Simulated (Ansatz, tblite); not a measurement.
**The cluster Hg2S3: rung by rung**

Aim: run the singlet of the cluster Hg2S3 at one geometry on many levels, and compare frontier levels, spin and run time.

Program: Ansatz 0.2.0, Gaussian basis. Level of theory: as each input shows. These are calculated values, not measurements.

Plan: GFN1-xTB, GFN2-xTB, PBE-D4/def2-TZVP, r2SCAN-D4/def2-TZVP, ωB97M-V/def2-TZVP, PBE-QIDH/def2-TZVP, PBE+10HF/def2-SVP, PBE+15HF/def2-SVP, PBE+40HF/def2-SVP, PBE-D4/def2-SVP, PBE0-D4/def2-SVP, PBE0-D4/def2-TZVPD, PBE-D4/def2-TZVPD, r2SCAN-D4/def2-TZVPD, CCSD(T)/def2-SVP, MP2/def2-TZVP, RPA/def2-TZVP.

3 further runs of the same task are left out: 3 set aside as unsound or not needed. Runs told in other sessions of the task aren't counted.

### Step 1. The geometry

The singlet was relaxed beforehand with r2SCAN-D4/def2-SVP. At that level it is the lowest of the isomers that a small search found.

5 atoms, charge 0, spin multiplicity 1.

Bond lengths: Hg1–S3 2.463 Å, Hg1–S4 2.496 Å, Hg2–S3 2.463 Å, Hg2–S5 2.495 Å, S4–S5 2.075 Å. Angles: S3–Hg1–S4 129.2°, S3–Hg2–S5 129.2°, Hg1–S3–Hg2 74.2°, Hg1–S4–S5 96.9°, Hg2–S5–S4 96.9°.

Coordinates:

```mol
Hg2S3
  3D, bonds by distance, orders not assigned

  5  5  0  0  0  0  0  0  0  0999 V2000
   -1.2201    0.9838    0.2602 Hg  0  0
    0.3892   -1.5121    0.2902 Hg  0  0
   -1.8628   -1.1865    1.2321 S   0  0
    0.6582    1.5211   -1.2933 S   0  0
    2.0355    0.1936   -0.4893 S   0  0
  1  3  8  0
  1  4  8  0
  2  3  8  0
  2  5  8  0
  4  5  8  0
M  END
```

Hg takes a core potential in the def2 sets. No spin-orbit coupling is included.

PBE0-D4/def2-TZVP was run before; its log isn't repeated, and its numbers join the tables.

### Step 2. GFN1-xTB

Tight binding, by tblite at 300 K electronic temperature and without a spin-polarisation term:

```python
tblite.interface.Calculator('GFN1-xTB', numbers, positions, charge=0, uhf=0).singlepoint()
```

Energy -349.8501 eV, HOMO -10.59 eV, LUMO -8.71 eV; 0.004 s.

### Step 3. GFN2-xTB

Tight binding, by tblite at 300 K electronic temperature and without a spin-polarisation term:

```python
tblite.interface.Calculator('GFN2-xTB', numbers, positions, charge=0, uhf=0).singlepoint()
```

Energy -309.8419 eV, HOMO -10.80 eV, LUMO -9.60 eV; 0.004 s.

### Step 4. PBE-D4/def2-TZVP

start.molden holds the orbitals of an earlier run on this state, given as this run's starting guess.

The input, in.yaml:

```yaml
crystal:
  periodic: [false, false, false]
  atoms:
    - {symbol: Hg, position_ang: [-1.220093, 0.983848, 0.260244]}
    - {symbol: Hg, position_ang: [0.389188, -1.512089, 0.290200]}
    - {symbol: S, position_ang: [-1.862833, -1.186539, 1.232102]}
    - {symbol: S, position_ang: [0.658249, 1.521145, -1.293284]}
    - {symbol: S, position_ang: [2.035488, 0.193635, -0.489263]}
basis:
  gaussian: {orbitals: def2-TZVP, initial_orbitals: start.molden}
hamiltonian: {xc: pbe, dispersion: d4}
scf: {omitted_lower_state_checks: [starts]}
output: {orbitals: {seedname: orbitals}}
```

Launch:

```console
ansatz run in.yaml --threads 4 --pin off --events-out ev --progress --plain --max-ram 4787MiB
```

After this run come: r2SCAN-D4/def2-TZVP; ωB97M-V/def2-TZVP; PBE-QIDH/def2-TZVP; PBE+10HF/def2-SVP; PBE+15HF/def2-SVP; PBE+40HF/def2-SVP; PBE-D4/def2-SVP; PBE0-D4/def2-SVP; PBE0-D4/def2-TZVPD; PBE-D4/def2-TZVPD; r2SCAN-D4/def2-TZVPD; CCSD(T)/def2-SVP; MP2/def2-TZVP; RPA/def2-TZVP.

**Question.** What will the summary of the whole plan be? Wanted: gap in def2-TZVP, named functionals, smallest and largest; gap over the share of exact exchange; correlation energy, CCSD(T)/def2-SVP; correlation energy, MP2/def2-TZVP; binding an atom, functionals in def2-TZVP; PBE0 total energy, smallest basis above largest.

The runs gave:

| quantity | value |
| --- | --- |
| gap in def2-TZVP, named functionals, smallest and largest | 1.17 eV (PBE-D4), 6.33 eV (ωB97M-V) |
| gap over the share of exact exchange | 1.13 eV at 0, 3.62 eV at 0.4 |
| correlation energy, CCSD(T)/def2-SVP | -31.18 eV |
| correlation energy, MP2/def2-TZVP | -38.42 eV |
| binding an atom, functionals in def2-TZVP | 1.39 (PBE-QIDH) to 1.61 eV (PBE-D4) |
| PBE0 total energy, smallest basis above largest | 12.11 eV (def2-SVP, def2-TZVPD) |

Orbital gaps of the named functionals in def2-TZVP span 1.17 eV (PBE-D4) to 6.33 eV (ωB97M-V); exact exchange widens it. Raising the share of exact exchange from 0 to 0.4 moves the HOMO by -1.44 eV and the LUMO by +1.04 eV. Notes on CCSD(T)/def2-SVP: large T1 diagnostic.
